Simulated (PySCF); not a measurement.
# A gas-phase reaction: H4O4Si + FH → FH3O3Si + H2O

Wanted: the reaction energy for `O[Si](O)(O)O` + `F` → `O[Si](O)(O)F` + `O`.

Programs: PySCF 2.14.0. All values are calculated, for the isolated system unless a continuum is named. Atoms count from 0, parts from 1.

### 1 Starting point

Each species was relaxed by itself at PBE0-D3(BJ)/def2-SVPD.

### 2 Energies of the species: wB97M-D3(BJ)/def2-TZVPD

What the job is given:

```
{"job": {"kind": "react", "xc": "wB97M-D3(BJ)", "basis": "def2-TZVPD"}, "charge": 0, "multiplicity": 1}
-1 H4O4Si charge 0 multiplicity 1
O      1.415450     0.557180    -0.638350
Si     0.002860    -0.003450     0.004950
O     -0.607880    -1.379160    -0.672080
O     -1.122370     1.176580    -0.249610
O      0.325760    -0.367860     1.581660
H      2.223360     0.097710    -0.399730
H     -1.046360    -1.296550    -1.521660
H     -0.847070     2.086260    -0.117250
H     -0.318900    -0.899740     2.053140

-1 FH charge 0 multiplicity 1
F      0.459130     0.025350    -0.015680
H     -0.459130    -0.025350     0.015680

+1 FH3O3Si charge 0 multiplicity 1
O      0.855700    -1.332480     0.294360
Si    -0.030680    -0.008020    -0.083900
O      0.890760     1.340370     0.046020
O     -1.330910     0.097440     0.906880
F     -0.550090    -0.142130    -1.620520
H      0.443400    -2.197020     0.236560
H      1.680000     1.412950    -0.494990
H     -1.948500     0.821580     0.784760

+1 H2O charge 0 multiplicity 1
O     -0.001030     0.389270     0.010000
H     -0.762370    -0.196640    -0.005620
H      0.763420    -0.192600    -0.004400
```

Level: wB97M-D3(BJ)/def2-TZVPD reaction energy of separated species, gas phase.

Command:

```console
> OMP_NUM_THREADS=1 python cluster_run.py task.json out
```

One launch serves the whole session: the jobs run in the order shown.

The program printed:

```text
species 1 (H4O4Si)
coarse grid: 37024 points
cycle   1  E = -593.0343430252  dE =  6.424e-01  |g| = 1.163e+00  |ddm| = 2.395e+00
cycle   2  E = -593.0497269490  dE = -1.538e-02  |g| = 1.199e+00  |ddm| = 1.563e+00
cycle   3  E = -593.2730221234  dE = -2.233e-01  |g| = 4.417e-02  |ddm| = 7.255e-01
cycle   4  E = -593.2734784332  dE = -4.563e-04  |g| = 9.303e-03  |ddm| = 5.224e-02
cycle   5  E = -593.2735123069  dE = -3.387e-05  |g| = 1.222e-03  |ddm| = 1.622e-02
cycle   6  E = -593.2735132300  dE = -9.231e-07  |g| = 3.130e-04  |ddm| = 3.389e-03
final grid: 78248 points
cycle   7  E = -593.2735284741  dE = -1.208e-07  |g| = 2.377e-04  |ddm| = 4.182e-03
cycle   8  E = -593.2735284804  dE = -6.315e-09  |g| = 1.911e-04  |ddm| = 6.308e-04
cycle   9  E = -593.2735284859  dE = -5.522e-09  |g| = 4.207e-05  |ddm| = 1.235e-04
cycle  10  E = -593.2735284863  dE = -4.113e-10  |g| = 1.226e-05  |ddm| = 5.357e-05
converged SCF energy = -593.2735284863

species 2 (FH)
coarse grid: 7776 points
cycle   1  E = -100.4688187931  dE = -9.408e-02  |g| = 4.644e-01  |ddm| = 6.197e-01
cycle   2  E = -100.4724996741  dE = -3.681e-03  |g| = 5.038e-01  |ddm| = 3.808e-01
cycle   3  E = -100.5053138141  dE = -3.281e-02  |g| = 2.574e-02  |ddm| = 1.678e-01
cycle   4  E = -100.5053897925  dE = -7.598e-05  |g| = 5.006e-03  |ddm| = 1.077e-02
cycle   5  E = -100.5053944337  dE = -4.641e-06  |g| = 4.334e-04  |ddm| = 3.766e-03
final grid: 16976 points
cycle   6  E = -100.5053934592  dE = -6.402e-08  |g| = 1.055e-04  |ddm| = 8.214e-04
cycle   7  E = -100.5053934627  dE = -3.449e-09  |g| = 7.997e-05  |ddm| = 2.175e-04
cycle   8  E = -100.5053934635  dE = -8.376e-10  |g| = 2.074e-05  |ddm| = 3.730e-05
converged SCF energy = -100.5053934635

species 3 (FH3O3Si)
coarse grid: 34672 points
cycle   1  E = -617.1059491912  dE =  5.790e-01  |g| = 1.108e+00  |ddm| = 2.270e+00
cycle   2  E = -617.1173430615  dE = -1.139e-02  |g| = 1.156e+00  |ddm| = 1.322e+00
cycle   3  E = -617.3178795923  dE = -2.005e-01  |g| = 4.263e-02  |ddm| = 6.269e-01
cycle   4  E = -617.3182802628  dE = -4.007e-04  |g| = 1.468e-02  |ddm| = 4.813e-02
cycle   5  E = -617.3183164713  dE = -3.621e-05  |g| = 9.325e-03  |ddm| = 1.444e-02
cycle   6  E = -617.3183291987  dE = -1.273e-05  |g| = 1.598e-03  |ddm| = 5.350e-03
cycle   7  E = -617.3183297506  dE = -5.519e-07  |g| = 2.060e-04  |ddm| = 1.732e-03
final grid: 73272 points
cycle   8  E = -617.3182615705  dE = -2.047e-07  |g| = 1.912e-04  |ddm| = 3.004e-03
cycle   9  E = -617.3182615771  dE = -6.604e-09  |g| = 1.259e-04  |ddm| = 3.959e-04
cycle  10  E = -617.3182615794  dE = -2.309e-09  |g| = 4.113e-05  |ddm| = 8.798e-05
cycle  11  E = -617.3182615798  dE = -3.497e-10  |g| = 1.260e-05  |ddm| = 3.677e-05
converged SCF energy = -617.3182615798

species 4 (H2O)
coarse grid: 10128 points
cycle   1  E = -76.4117500155  dE = -7.454e-02  |g| = 5.872e-01  |ddm| = 8.994e-01
cycle   2  E = -76.4087427517  dE =  3.007e-03  |g| = 6.461e-01  |ddm| = 5.038e-01
cycle   3  E = -76.4759336721  dE = -6.719e-02  |g| = 2.731e-02  |ddm| = 2.374e-01
cycle   4  E = -76.4760588754  dE = -1.252e-04  |g| = 5.497e-03  |ddm| = 1.609e-02
cycle   5  E = -76.4760675522  dE = -8.677e-06  |g| = 8.214e-04  |ddm| = 5.831e-03
final grid: 21952 points
cycle   6  E = -76.4760630329  dE = -1.976e-07  |g| = 5.843e-04  |ddm| = 1.373e-03
cycle   7  E = -76.4760630397  dE = -6.844e-09  |g| = 6.466e-04  |ddm| = 6.469e-04
cycle   8  E = -76.4760631034  dE = -6.363e-08  |g| = 3.199e-05  |ddm| = 2.236e-04
cycle   9  E = -76.4760631042  dE = -8.228e-10  |g| = 4.134e-06  |ddm| = 1.105e-04
converged SCF energy = -76.4760631042

Reaction energy = -9.168 kcal/mol
```

It took 31 s on 1 thread of Intel Xeon Platinum 8375C at 2.90GHz, shared host; peak memory 0.78 GiB.

Species by species (with the dispersion term, which the log's SCF energies lack):

```
 ν       species  energy (Eh)  HOMO (eV)
-1  O[Si](O)(O)O   -593.28155     -11.77
-1             F   -100.50563     -14.54
+1  O[Si](O)(O)F   -617.32498     -12.44
+1             O    -76.47682     -11.72
```

### 3 Energies of the species: PBE0-D3(BJ)/def2-TZVPD

The job, as its differences from that of step 2:

```diff
@@ -1,2 +1,2 @@
-{"job": {"kind": "react", "xc": "wB97M-D3(BJ)", "basis": "def2-TZVPD"}, "charge": 0, "multiplicity": 1}
+{"job": {"kind": "react", "xc": "PBE0", "basis": "def2-TZVPD", "disp": "d3bj"}, "charge": 0, "multiplicity": 1}
 -1 H4O4Si charge 0 multiplicity 1
```

Method: PBE0-D3(BJ)/def2-TZVPD reaction energy of separated species, gas phase.

The program printed:

```text
species 1 (H4O4Si)
coarse grid: 8448 points
cycle   1  E = -592.4495478575  dE =  7.298e-01  |g| = 1.282e+00  |ddm| = 2.481e+00
cycle   2  E = -592.1505143634  dE =  2.990e-01  |g| = 1.831e+00  |ddm| = 2.089e+00
cycle   3  E = -592.7281043084  dE = -5.776e-01  |g| = 5.129e-02  |ddm| = 1.297e+00
cycle   4  E = -592.7285563446  dE = -4.520e-04  |g| = 9.530e-03  |ddm| = 4.115e-02
cycle   5  E = -592.7285707164  dE = -1.437e-05  |g| = 2.397e-03  |ddm| = 9.098e-03
cycle   6  E = -592.7285718721  dE = -1.156e-06  |g| = 5.497e-04  |ddm| = 2.478e-03
final grid: 78248 points
cycle   7  E = -592.7267984806  dE = -4.364e-05  |g| = 6.802e-03  |ddm| = 3.819e-02
cycle   8  E = -592.7267921936  dE =  6.287e-06  |g| = 9.059e-03  |ddm| = 8.903e-03
cycle   9  E = -592.7268053213  dE = -1.313e-05  |g| = 3.743e-04  |ddm| = 5.392e-03
cycle  10  E = -592.7268053423  dE = -2.099e-08  |g| = 9.945e-05  |ddm| = 2.647e-04
cycle  11  E = -592.7268053439  dE = -1.613e-09  |g| = 4.465e-05  |ddm| = 9.056e-05
cycle  12  E = -592.7268053442  dE = -3.024e-10  |g| = 1.386e-05  |ddm| = 3.096e-05
converged SCF energy = -592.7268053442

species 2 (FH)
coarse grid: 1712 points
cycle   1  E = -100.3541033496  dE = -3.605e-02  |g| = 4.957e-01  |ddm| = 6.253e-01
cycle   2  E = -100.3145845081  dE =  3.952e-02  |g| = 7.430e-01  |ddm| = 5.125e-01
cycle   3  E = -100.3938265074  dE = -7.924e-02  |g| = 2.284e-02  |ddm| = 2.892e-01
cycle   4  E = -100.3939020699  dE = -7.556e-05  |g| = 4.205e-03  |ddm| = 9.787e-03
cycle   5  E = -100.3939040537  dE = -1.984e-06  |g| = 3.555e-04  |ddm| = 1.247e-03
final grid: 16976 points
cycle   6  E = -100.3948395943  dE = -1.855e-05  |g| = 3.991e-03  |ddm| = 7.496e-03
cycle   7  E = -100.3948376761  dE =  1.918e-06  |g| = 5.489e-03  |ddm| = 3.348e-03
cycle   8  E = -100.3948417505  dE = -4.074e-06  |g| = 9.941e-05  |ddm| = 2.010e-03
cycle   9  E = -100.3948417518  dE = -1.282e-09  |g| = 1.779e-05  |ddm| = 3.928e-05
cycle  10  E = -100.3948417518  dE = -4.745e-11  |g| = 3.055e-06  |ddm| = 1.026e-05
converged SCF energy = -100.3948417518

species 3 (FH3O3Si)
coarse grid: 7832 points
cycle   1  E = -616.5115164898  dE =  6.649e-01  |g| = 1.210e+00  |ddm| = 2.365e+00
cycle   2  E = -616.2477663429  dE =  2.638e-01  |g| = 1.740e+00  |ddm| = 1.786e+00
cycle   3  E = -616.7525784959  dE = -5.048e-01  |g| = 7.205e-02  |ddm| = 1.107e+00
cycle   4  E = -616.7530060517  dE = -4.276e-04  |g| = 5.883e-02  |ddm| = 6.619e-02
cycle   5  E = -616.7534930107  dE = -4.870e-04  |g| = 5.970e-03  |ddm| = 2.811e-02
cycle   6  E = -616.7534982125  dE = -5.202e-06  |g| = 1.229e-03  |ddm| = 4.340e-03
final grid: 73272 points
cycle   7  E = -616.7554553146  dE = -4.015e-05  |g| = 7.601e-03  |ddm| = 3.171e-02
cycle   8  E = -616.7554436764  dE =  1.164e-05  |g| = 1.127e-02  |ddm| = 9.368e-03
cycle   9  E = -616.7554638783  dE = -2.020e-05  |g| = 5.609e-04  |ddm| = 5.860e-03
cycle  10  E = -616.7554639112  dE = -3.281e-08  |g| = 2.855e-04  |ddm| = 3.533e-04
cycle  11  E = -616.7554639227  dE = -1.157e-08  |g| = 4.408e-05  |ddm| = 1.535e-04
cycle  12  E = -616.7554639230  dE = -2.652e-10  |g| = 9.116e-06  |ddm| = 3.630e-05
converged SCF energy = -616.7554639230

species 4 (H2O)
coarse grid: 2328 points
cycle   1  E = -76.3044324991  dE = -5.300e-03  |g| = 6.571e-01  |ddm| = 9.011e-01
cycle   2  E = -76.1882119048  dE =  1.162e-01  |g| = 1.036e+00  |ddm| = 7.256e-01
cycle   3  E = -76.3820328571  dE = -1.938e-01  |g| = 3.132e-02  |ddm| = 4.396e-01
cycle   4  E = -76.3822151592  dE = -1.823e-04  |g| = 5.864e-03  |ddm| = 1.606e-02
cycle   5  E = -76.3822202982  dE = -5.139e-06  |g| = 7.850e-04  |ddm| = 2.507e-03
final grid: 21952 points
cycle   6  E = -76.3808944571  dE = -1.509e-05  |g| = 3.445e-03  |ddm| = 9.317e-03
cycle   7  E = -76.3808924952  dE =  1.962e-06  |g| = 4.748e-03  |ddm| = 3.318e-03
cycle   8  E = -76.3808962047  dE = -3.710e-06  |g| = 2.519e-04  |ddm| = 1.963e-03
cycle   9  E = -76.3808962153  dE = -1.062e-08  |g| = 2.400e-05  |ddm| = 1.101e-04
cycle  10  E = -76.3808962154  dE = -1.117e-10  |g| = 3.291e-06  |ddm| = 1.515e-05
converged SCF energy = -76.3808962154

Reaction energy = -8.837 kcal/mol
```

Run time: 18 s. Hardware: 1 thread of Intel Xeon Platinum 8375C at 2.90GHz, shared host; peak memory 0.67 GiB.

Reaction energy at this level: -8.84 kcal/mol.

### 4 Side by side

Energies in kcal/mol, with wall time:

```
                    run  reaction  time
wB97M-D3(BJ)/def2-TZVPD     -9.17  31 s
 PBE0-D3(BJ)/def2-TZVPD     -8.84  18 s
```

### 5 What came out

```
                                                quantity                    value
               reaction energy (wB97M-D3(BJ)/def2-TZVPD)           -9.17 kcal/mol
                     ΔH, ΔG at 298 K (xTB thermal terms)      -9.0, -9.4 kcal/mol
range of the reaction energy over the runs of this table  -9.17 to -8.84 kcal/mol
```

**Reading.** The reaction is exothermic by 9.0 kcal/mol in the gas phase; dispersion gives +0.50, and xTB itself gave -14.46 for the electronic energy (xTB energies and thermal terms come from the earlier relaxation of each species, not shown). No barrier was sought. The reaction energy runs from -9.17 (wB97M-D3(BJ)/def2-TZVPD) to -8.84 kcal/mol (PBE0-D3(BJ)/def2-TZVPD).
